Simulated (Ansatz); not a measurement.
# Ca3Pb (L12 type): how the settings move a relaxation

Question: which choices in the input matter for Ca3Pb (L12 type)?

Program: Ansatz 0.2.0. Level of theory: reference: DFT, PBEsol, PAW with Ansatz's default frozen-core files, scalar-relativistic. These are calculated values, not measurements.

## 1. The system as given

It takes space group Pm-3m (No. 221, cubic). Conventional cell: a = 5.224 Å, b = 5.224 Å, c = 5.224 Å, α = 90.00°, β = 90.00°, γ = 90.00°. Pb (site symmetry m-3m) has 12 Ca at 3.69 Å in its first shell of neighbours. Ca (site symmetry 4/mmm) has 4 Pb at 3.69 Å and 8 Ca at 3.69 Å in its first shell of neighbours.

Structure file:

```
Pb Ca
1.0
     5.22432    0.00000    0.00000
     0.00000    5.22432    0.00000
     0.00000    0.00000    5.22432
Pb Ca
1 3
Direct
  0.00000 0.00000 0.00000
  0.00000 0.50000 0.50000
  0.50000 0.00000 0.50000
  0.50000 0.50000 0.00000
```

## 2. Baseline

input.yaml

```yaml
crystal:
  lattice:
    - [5.224315364, 0.0, 0.0]
    - [0.0, 5.224315364, 0.0]
    - [0.0, 0.0, 5.224315364]
  atoms:
    - { symbol: Pb, position: [0.0, 0.0, 0.0] }
    - { symbol: Ca, position: [0.0, 0.5, 0.5] }
    - { symbol: Ca, position: [0.5, 0.0, 0.5] }
    - { symbol: Ca, position: [0.5, 0.5, 0.0] }
kpoints:
  mp_grid: { grid: [7, 7, 7] }
scf:
  occupations: { method: fermi_dirac, width: 0.05 }
hamiltonian:
  xc: pbesol
  pseudopotentials: { kind: paw }
output:
  forces: true
  stress: true
relax:
  f_tol: 0.005
  max_steps: 50
  cell: {}
```

Launch:

```sh
> ansatz run input.yaml --threads 1 --pin off --max-ram 3072MiB --backend cpu --events-out ev --progress --plain --runs-dir out
```

## 3. Variant: starting moments, ecutwfc 600 eV, spin_polarized true

input.yaml

```yaml
crystal:
  lattice:
    - [5.224315364, 0.0, 0.0]
    - [0.0, 5.224315364, 0.0]
    - [0.0, 0.0, 5.224315364]
  atoms:
    - { symbol: Pb, position: [0.0, 0.0, 0.0], spin: 0.2 }
    - { symbol: Ca, position: [0.0, 0.5, 0.5], spin: 0.2 }
    - { symbol: Ca, position: [0.5, 0.0, 0.5], spin: 0.2 }
    - { symbol: Ca, position: [0.5, 0.5, 0.0], spin: 0.2 }
kpoints:
  mp_grid: { grid: [7, 7, 7] }
scf:
  occupations: { method: fermi_dirac, width: 0.05 }
hamiltonian:
  xc: pbesol
  pseudopotentials: { kind: paw }
output:
  forces: true
  stress: true
  write_density: true
  write_potential: true
  elf: true
  volumetric_format: npy
relax:
  f_tol: 0.005
  max_steps: 50
  cell: {}
basis:
  ecutwfc: "600 eV"
magnetization:
  spin_polarized: true
```

Before running it: what results should come out? Wanted: for each run, ending; energy change; pressure; gap; force.

**Answer**, as computed:

```csv
run,ending,energy change,pressure (GPa),gap (eV),force (eV/Å),cycles,time
reference,converged,0,0.0,0.00,0.00,30,20 s
"1: starting moments, ecutwfc 600 eV, spin_polarized true",converged,-0.2 meV/atom,0.0,0.00,0.00,37,83 s
```

Times don't compare one to one where runs were asked for different outputs or read a saved state (see the inputs); cycles may leave out searches for a lower state.

**Reading.** With the changed spin polarisation and cutoff the energy stays within 0.5 meV/atom: no moment survives, so both runs end on the same non-magnetic state.
